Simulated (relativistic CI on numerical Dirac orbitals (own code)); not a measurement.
# Rh³⁺ (4d6) in crystal fields: levels and magnetism

How does a crystal field split the 4d6 shell of Rh³⁺, and what follows for the ground state and χT? 6 fields tried.

Method: Dirac-Coulomb-Breit CI, KLI orbitals optimised for each configuration, model QED (radiative potential, 1s self-energy scaled to tabulated hydrogen-like ionisation energies), valence Slater integrals scaled by 0.8, one configuration in a parametric crystal field. Code: relativistic CI on numerical Dirac orbitals (own code) version 2.

**1. The atom as given**

| Quantity | Value |
| --- | --- |
| ion | Rh³⁺ (Rh IV) |
| nuclear charge | 45 |
| electrons | 42 |
| open shell | 4d6 |
| Slater scale | 0.8 |
| field 1 (cm⁻¹) | D3d, 10Dq = 19950, Dsigma = -1200, Dtau = -270 |
| field 2 (cm⁻¹) | D3d, 10Dq = 19950, Dsigma = -980, Dtau = -270 |
| field 3 (cm⁻¹) | D3d, 10Dq = 19950, Dsigma = -760, Dtau = -270 |
| field 4 (cm⁻¹) | D3d, 10Dq = 19950, Dsigma = -550, Dtau = -270 |
| field 5 (cm⁻¹) | D3d, 10Dq = 19950, Dsigma = -330, Dtau = -270 |
| field 6 (cm⁻¹) | D3d, 10Dq = 19950, Dsigma = -110, Dtau = -270 |

The outer shells:

[Kr] 4d6
```
[Kr] core
4d [↑↓][↑ ][↑ ][↑ ][↑ ]
```

**2. Field 1: D3d, 10Dq = 19950, Dsigma = -1200, Dtau = -270**

The run's settings:

```ini
atom Rh  Z=45  charge=3  electrons=42
nucleus A=103  rms_radius_fm=4.4945
hamiltonian dirac-coulomb  breit=on  qed=on  c_scale=1
orbitals kli  potential=per-configuration
slater_scale 0.8
correlation none
mixing on
configurations
  [Kr] 4d6
end
crystal_field D3d 10Dq=19950 Dsigma=-1200 Dtau=-270
```

**3. Field 2: D3d, 10Dq = 19950, Dsigma = -980, Dtau = -270**

The settings differ from step 2 so:

```diff
@@ -10,2 +10,2 @@
 end
-crystal_field D3d 10Dq=19950 Dsigma=-1200 Dtau=-270
+crystal_field D3d 10Dq=19950 Dsigma=-980 Dtau=-270
```

**4. Field 3: D3d, 10Dq = 19950, Dsigma = -760, Dtau = -270**

The settings differ from step 3 so:

```diff
@@ -10,2 +10,2 @@
 end
-crystal_field D3d 10Dq=19950 Dsigma=-980 Dtau=-270
+crystal_field D3d 10Dq=19950 Dsigma=-760 Dtau=-270
```

**5. Field 4: D3d, 10Dq = 19950, Dsigma = -550, Dtau = -270**

The settings differ from step 4 so:

```diff
@@ -10,2 +10,2 @@
 end
-crystal_field D3d 10Dq=19950 Dsigma=-760 Dtau=-270
+crystal_field D3d 10Dq=19950 Dsigma=-550 Dtau=-270
```

**6. Field 5: D3d, 10Dq = 19950, Dsigma = -330, Dtau = -270**

The settings differ from step 5 so:

```diff
@@ -10,2 +10,2 @@
 end
-crystal_field D3d 10Dq=19950 Dsigma=-550 Dtau=-270
+crystal_field D3d 10Dq=19950 Dsigma=-330 Dtau=-270
```

**7. Field 6: D3d, 10Dq = 19950, Dsigma = -110, Dtau = -270**

The settings differ from step 6 so:

```diff
@@ -10,2 +10,2 @@
 end
-crystal_field D3d 10Dq=19950 Dsigma=-330 Dtau=-270
+crystal_field D3d 10Dq=19950 Dsigma=-110 Dtau=-270
```

(Steps that only read results are left out.)

Before running it: what results should come out? Wanted: ground spin.

The runs gave:

| field | ground state | degeneracy | S | J | first gap (cm⁻¹) | stabilisation (cm⁻¹) | χT at 2 K | χT at 300 K |
| --- | --- | --- | --- | --- | --- | --- | --- | --- |
| 1: D3d | A1 | 1 | 0.15 | 4.53 | 8157 | -18261 | 0.001 | 0.082 |
| 2: D3d | A1 | 1 | 0.15 | 4.53 | 8345 | -18190 | 0.001 | 0.081 |
| 3: D3d | A1 | 1 | 0.14 | 4.53 | 8517 | -18142 | 0.001 | 0.081 |
| 4: D3d | A1 | 1 | 0.14 | 4.53 | 8674 | -18116 | 0.001 | 0.081 |
| 5: D3d | A1 | 1 | 0.14 | 4.54 | 8837 | -18112 | 0.001 | 0.081 |
| 6: D3d | A1 | 1 | 0.14 | 4.54 | 8997 | -18131 | 0.001 | 0.080 |

χT is in cm³ K/mol; stabilisation counts from the free ion's lowest level; S and J come from the expectation values of their squares.

| quantity | value |
| --- | --- |
| ground spin (effective S from ⟨S²⟩) | 1: 0.15, 2: 0.15, 3: 0.14, 4: 0.14, 5: 0.14, 6: 0.14 |
| χT at 300 K | 0.08 to 0.08 cm³ K/mol |

**Reading.** S of the ground state lies between 0.14 and 0.15: spin-orbit coupling mixes spin states. Fields 1, 2, 3, 4, 5, 6 leave a non-degenerate ground state well apart, so χT falls towards zero on cooling. The field is a set of parameters, without covalency or charge transfer.
